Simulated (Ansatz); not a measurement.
**Two self-consistent states of MnH4N2F2**

Aim: solve MnH4N2F2 (a known structure type filled with other elements, at an estimated volume) from each of its saved states, at one geometry and mesh, and see which is lowest and how they differ.

Program: Ansatz 0.2.0. Level of theory: DFT, LDA, plane waves, PAW. These are calculated values, not measurements.

### 1 Geometry

The structure is monoclinic, space group C2/m (No. 12). Conventional cell: a = 10.289 Å, b = 3.126 Å, c = 4.850 Å, α = 90.00°, β = 105.71°, γ = 90.00°. Around Mn (site symmetry 2/m) lie 2 F at 1.93 Å and 4 N at 2.06 Å. F (site symmetry m) has 1 H at 1.83 Å and 1 Mn at 1.93 Å as nearest neighbours. N (site symmetry m) is surrounded by 2 H at 0.98 Å. H (site symmetry m) has 1 N at 0.98 Å as nearest neighbours.

Its coordinates follow in the input file.

The states: A, Mn1 up (collinear spin); B, no atom with a moment over 0.3 μB (no spin polarisation). Each run reads its own saved solution as saved_state.

### 2 State A: the run

Contents of input.yaml:

```yaml
crystal:
  lattice:
    - [0.0, 3.12591907, 0.0]
    - [5.14443264, -1.56295953, 0.0]
    - [1.31355393, 0.0, -4.66906765]
  atoms:
    - { symbol: Mn, position: [0.0, 0.0, 0.0], spin: 4.5 }
    - { symbol: F, position: [0.8812, 0.7624, 0.7537], spin: 0.0 }
    - { symbol: F, position: [0.1188, 0.2376, 0.2463], spin: 0.0 }
    - { symbol: "N", position: [0.6067, 0.2134, 0.7706], spin: 0.0 }
    - { symbol: "N", position: [0.3933, 0.7866, 0.2294], spin: 0.0 }
    - { symbol: H, position: [0.61, 0.22, 0.566], spin: 0.0 }
    - { symbol: H, position: [0.39, 0.78, 0.434], spin: 0.0 }
    - { symbol: H, position: [0.701, 0.402, 0.7762], spin: 0.0 }
    - { symbol: H, position: [0.299, 0.598, 0.2238], spin: 0.0 }
  symmetry: { detect: false, time_reversal: true }
kpoints:
  mp_grid: { grid: [6, 6, 4], shift: [0, 0, 0] }
  band_path:
    path:
      - [0.0, 0.0, 0.0]
      - [0.5498048, -0.2749024, 0.0]
      - [0.4501952, -0.7250976, 0.0]
      - [0.0, -0.5, 0.0]
      - [0.0, 0.0, 0.0]
      - [0.0, -0.5, -0.5]
      - [0.47880703, -0.73940351, -0.5]
      - [0.52119297, -0.26059649, -0.5]
      - [0.0, 0.0, -0.5]
      - [0.0, 0.0, 0.0]
      - [0.5, -0.5, -0.5]
    npoints: 7
magnetization:
  spin_polarized: true
scf:
  occupations: { method: fermi_dirac }
  lower_state_search: "off"
  max_iter: 200
hamiltonian:
  pseudopotentials: { kind: paw }
  xc: lda
basis:
  ecutwfc: 420
  fft_grid_basis: typed
output:
  forces: true
  stress: true
  eigenvalues: true
  populations: true
  elf: true
  write_potential: true
  volumetric_format: npy
  dos:
    e_range: [-12, 8]
    de: 0.05
    projected: { site_lists: { F: [F], H: [H], Mn: [Mn], "N": ["N"] } }
checkpoint:
  read: saved_state
```

On the command line:

```sh
> ansatz run input.yaml --threads 2 --pin off --max-ram 5120MiB --backend cpu --events-out ev --progress --plain --runs-dir out
```

What it wrote, shortened:

```text
Warning: RAYON_NUM_THREADS=2 ignored (pool sized by the plan → 2); use --threads N
[...]
Pseudopotentials: kind: paw
Pseudopotential: Mn, paw, valence charge 15, recommended cutoff 420 eV (normal), Mn.paw.azcp
Pseudopotential: F, paw, valence charge 7, recommended cutoff 420 eV (normal), F.paw.azcp
Pseudopotential: N, paw, valence charge 5, recommended cutoff 420 eV (normal), N.paw.azcp
Pseudopotential: H, paw, valence charge 1, recommended cutoff 420 eV (normal), H.paw.azcp
Functional definition: SPW92
[...]
Crystal: 9 atoms, lattice volume = 75.084 Å³
Basis set: ecut = 420 eV, 1469 PW (Γ)
Bands: 33, of which v1, the nominal top of the filled ones, is band 22 counted from 1 (21 counted from 0)
Symmetry: 1 space group operations
k-points: 76 of 144 (time reversal used)
[...]
Starting moments: Σ|m| = 4.5 μB on 1 of 9 sites; this step starts from the density that it was given
[...]
SCF iter   1: F=—  HF=-6241.225588 eV  |F-HF|=—  |Δ(HF+E_count)|=         —  Δρ=1.37e-2 (↑1.37e-2 ↓5.81e-3)  dr2=1.11e-2  dr2_m=3.94e-2  M=2.999 μB ∫|m|=3.380 μB  β_m=1.00  ethr=2.70e-5  ⟨swp⟩=2.1  Hψ=28854  notcnv=0
[...]
spin-set hold released at iteration 6 (settled: charge residual and site-moment steps within their bounds): the magnetisation degrees of freedom join the quasi-Newton model from the next iteration; the mixer history was flushed
[...]
NSCF: frozen V_eff on 71 k-points
SCF converged after 11 iterations
Magnetization: 2.9988 μB (22.9994 up, 20.0006 down)
Absolute magnetization: 3.3937 μB (∫|ρ↑−ρ↓|, with the PAW one-centre terms)
Spin contamination: 0.0658 ħ² per cell (⟨S²⟩ above its minimum at these occupations)
[...]
Free energy (F): -6241.354343 eV
[...]
E sigma→0 (E₀):  -6241.353668 eV
Entropy (-TS):   -0.001349 eV (-0.150 meV/atom)
Fermi energy:    3.358480 eV
[...]
--- Forces (eV/Å), atoms counted from 1 ---
  atom   1  Mn    -0.00006332     0.00000002    -0.00008580
  atom   2  F      1.68214749    -0.00000028    -1.29871691
  atom   3  F     -1.68212981     0.00000024     1.29872803
  atom   4  N     -2.49200683    -0.00000036    -2.71228637
  atom   5  N      2.49189554     0.00000027     2.71214491
  atom   6  H     -1.11214571    -0.00000000     2.19095418
  atom   7  H      1.11207766    -0.00000001    -2.19075489
  atom   8  H      2.87428747    -0.00000004    -0.59062726
[...]
--- Stress (GPa, compression-positive) ---
       -1.916288       0.000001       1.132665
        0.000001     -16.276830      -0.000001
        1.132665      -0.000001      -3.421662
  P = ⅓ Tr σ = -7.2049 GPa (-72.049 kbar)
--- Band table (eV; the first three rows and the last of 152) ---
[...]
--- Löwdin populations: 9 sites ---
  site symbol       q [e]    m [muB]
     0     Mn     13.6120     3.0080
     1      F      7.4910     0.0571
     2      F      7.4910     0.0571
     3      N      5.7184    -0.0849
     4      N      5.7184    -0.0849
     5      H      0.6750     0.0074
     6      H      0.6750     0.0074
     7      H      0.6751     0.0072
     8      H      0.6751     0.0072
  spilling = 0.006253 (of n_electrons = 43.000000)
```

It took 38 s on 2 threads of AMD EPYC 7R43 (Zen 3), shared host; peak memory 0.69 GiB.

### 3 State A: levels and charges

States per cell by energy window, from dos.tsv and pdos.tsv (tetrahedra; eV from the Fermi level):

| from | to | total | up | down | F p | H s | Mn d | N p |
| --- | --- | --- | --- | --- | --- | --- | --- | --- |
| -8.0 | -7.0 | 0.40 | 0.35 | 0.05 | 0.06 | 0.10 | 0.03 | 0.20 |
| -7.0 | -6.0 | 4.21 | 2.11 | 2.10 | 0.53 | 0.98 | 0.26 | 2.32 |
| -6.0 | -5.0 | 2.58 | 1.52 | 1.06 | 0.94 | 0.10 | 0.41 | 0.94 |
| -5.0 | -4.0 | 3.83 | 2.16 | 1.67 | 1.69 | 0.08 | 0.92 | 1.00 |
| -4.0 | -3.0 | 8.19 | 4.07 | 4.12 | 5.31 | 0.12 | 1.14 | 1.45 |
| -3.0 | -2.0 | 2.96 | 1.14 | 1.82 | 1.46 | 0.03 | 0.52 | 0.85 |
| -2.0 | -1.0 | 4.24 | 3.19 | 1.05 | 1.07 | 0.03 | 1.68 | 1.35 |
| -1.0 | 0.0 | 0.59 | 0.46 | 0.13 | 0.04 | 0.00 | 0.10 | 0.44 |
| 0.0 | 1.0 | 0.68 | 0.09 | 0.60 | 0.05 | 0.01 | 0.58 | 0.03 |
| 1.0 | 2.0 | 3.96 | 1.56 | 2.40 | 0.40 | 0.03 | 2.84 | 0.55 |
| 2.0 | 3.0 | 1.36 | 0.35 | 1.00 | 0.16 | 0.01 | 0.78 | 0.34 |
| 3.0 | 4.0 | 1.00 | 0.00 | 1.00 | 0.02 | 0.00 | 0.56 | 0.33 |

On the mesh the valence top lies at -0.51 eV and the conduction bottom at 0.49 eV on this scale.

Gathered by element (positive charge: electrons given up): Löwdin charges also hold the electrons that the projection spills.

| element | atoms | Löwdin charge (e) | sphere moment, size (μB) |
| --- | --- | --- | --- |
| Mn | 1 | +1.39 | 2.60 |
| F | 2 | -0.49 | 0.05 |
| N | 2 | -0.72 | 0.02 |
| H | 4 | +0.32 | 0.00 |

Löwdin charges rest on a small set of atomic orbitals that misses 0.6 % of the electrons, so they need not add up to the cell's charge and can differ from Bader's even in sign.

The main site moments: Mn1 up.

### 4 State B: the run

Contents of input.yaml:

```yaml
crystal:
  lattice:
    - [0.0, 3.12591907, 0.0]
    - [5.14443264, -1.56295953, 0.0]
    - [1.31355393, 0.0, -4.66906765]
  atoms:
    - { symbol: Mn, position: [0.0, 0.0, 0.0] }
    - { symbol: F, position: [0.8812, 0.7624, 0.7537] }
    - { symbol: F, position: [0.1188, 0.2376, 0.2463] }
    - { symbol: "N", position: [0.6067, 0.2134, 0.7706] }
    - { symbol: "N", position: [0.3933, 0.7866, 0.2294] }
    - { symbol: H, position: [0.61, 0.22, 0.566] }
    - { symbol: H, position: [0.39, 0.78, 0.434] }
    - { symbol: H, position: [0.701, 0.402, 0.7762] }
    - { symbol: H, position: [0.299, 0.598, 0.2238] }
kpoints:
  mp_grid: { grid: [6, 6, 4], shift: [0, 0, 0] }
magnetization:
  spin_polarized: false
scf:
  occupations: { method: fermi_dirac }
  lower_state_search: "off"
  max_iter: 200
hamiltonian:
  pseudopotentials: { kind: paw }
  xc: lda
basis:
  ecutwfc: 420
  fft_grid_basis: typed
output:
  forces: true
  stress: true
  eigenvalues: true
  populations: true
  elf: true
  write_potential: true
  volumetric_format: npy
  dos:
    e_range: [-12, 8]
    de: 0.05
    projected: { site_lists: { F: [F], H: [H], Mn: [Mn], "N": ["N"] } }
checkpoint:
  read: saved_state
```

On the command line:

```sh
> ansatz run input.yaml --threads 2 --pin off --max-ram 5120MiB --backend cpu --events-out ev --progress --plain --runs-dir out
```

What it wrote, shortened:

```text
Warning: RAYON_NUM_THREADS=2 ignored (pool sized by the plan → 2); use --threads N
[...]
[... 6 set-up lines as earlier in the session ...]
[...]
Crystal: 9 atoms, lattice volume = 75.084 Å³
Basis set: ecut = 420 eV, 1469 PW (Γ)
Bands: 31, of which v1, the nominal top of the filled ones, is band 22 counted from 1 (21 counted from 0)
Symmetry: 4 space group operations
Space group: C2/m (ITA 12), of the structure as read, at distance tolerance 4.2e-5 Å
k-points: 47 of 144
[...]
  atom   1  Mn     0.00000000     0.00000000     0.00000000
  atom   2  F      1.74821110     0.00000000    -1.33868392
  atom   3  F     -1.74821110    -0.00000000     1.33868392
  atom   4  N     -2.50307377    -0.00000000    -2.73276055
  atom   5  N      2.50307377     0.00000000     2.73276055
  atom   6  H     -1.12842751    -0.00000000     2.22292822
  atom   7  H      1.12842751     0.00000000    -2.22292822
  atom   8  H      2.89835870     0.00000000    -0.59959253
[...]
--- Stress (GPa, compression-positive) ---
       -2.517921       0.000000       1.391926
        0.000000     -21.415919       0.000000
        1.391924       0.000000      -3.662994
  P = ⅓ Tr σ = -9.1989 GPa (-91.989 kbar)
--- Band table (eV; the first three rows and the last of 47) ---
[...]
--- Löwdin populations: 9 sites ---
  site symbol       q [e]
     0     Mn     13.7593
     1      F      7.4653
     2      F      7.4653
     3      N      5.6765
     4      N      5.6765
     5      H      0.6754
     6      H      0.6754
     7      H      0.6749
     8      H      0.6749
  spilling = 0.005963 (of n_electrons = 43.000000)
```

Run time: 4.8 s. Hardware: 2 threads of AMD EPYC 7R43 (Zen 3), shared host; peak memory 0.51 GiB.

### 5 State B: levels and charges

States per cell by energy window, from dos.tsv and pdos.tsv (tetrahedra; eV from the Fermi level):

```
from    to  total   F p   H s  Mn d   N p
-8.0  -7.0   0.03  0.01  0.01  0.00  0.02
-7.0  -6.0   4.27  0.55  1.06  0.18  2.37
-6.0  -5.0   2.18  0.71  0.10  0.25  0.93
-5.0  -4.0   3.42  1.66  0.09  0.62  0.91
-4.0  -3.0   9.12  5.92  0.12  1.23  1.67
-3.0  -2.0   2.54  1.48  0.02  0.20  0.75
-2.0  -1.0   2.17  0.39  0.01  0.24  1.42
-1.0   0.0   2.82  0.28  0.03  2.16  0.32
 0.0   1.0   3.45  0.33  0.03  2.75  0.32
 1.0   2.0   0.05  0.01  0.00  0.03  0.00
 2.0   3.0   3.62  0.39  0.01  2.03  0.91
 3.0   4.0   0.34  0.00  0.00  0.15  0.18
 4.0   5.0   0.00  0.00  0.00  0.00  0.00
```

By element, from the tables in the log (a charge is positive for electrons lost): Löwdin charges also hold the electrons that the projection spills.

```
element  atoms  Löwdin charge (e)
     Mn      1              +1.24
      F      2              -0.46
      N      2              -0.68
      H      4              +0.32
```

The Löwdin projection spills 0.6 % of the electrons and depends on the orbitals chosen; where it disagrees with Bader's partition, neither is an observable.

### 6 The states side by side

| state | free energy (meV/atom) | largest site moment (μB) | size of the net moment (μB/cell) | gap (eV) | pressure (GPa) | largest force (eV/Å) | SCF cycles |
| --- | --- | --- | --- | --- | --- | --- | --- |
| A | 0.0 | 2.60 | 3.00 | 1.00 | -7.2 | 3.68 | 11 |
| B | 160.4 | – | – | metal | -9.2 | 3.71 | 9 |

**Reading.** State A wins by 160.4 meV per atom over B. They differ in kind: A is gapped, B is a metal. The atoms are far from rest (forces to 3.7 eV/Å), so order and character hold for this geometry alone. At the same volume their pressures differ by 2.0 GPa, the state with the larger moments having the higher pressure, so it wants the larger volume. Not all runs allow spin: where it is off, the gap in energy is mostly the cost of forbidding moments, not two ends of one search.

Limits of this run: an odd count of electrons without spin polarisation forces a partly filled band; a 3d oxide or halide that comes out metallic without a U or exact exchange, which may be an insulator in nature; the k mesh is coarse for a cell without a gap.
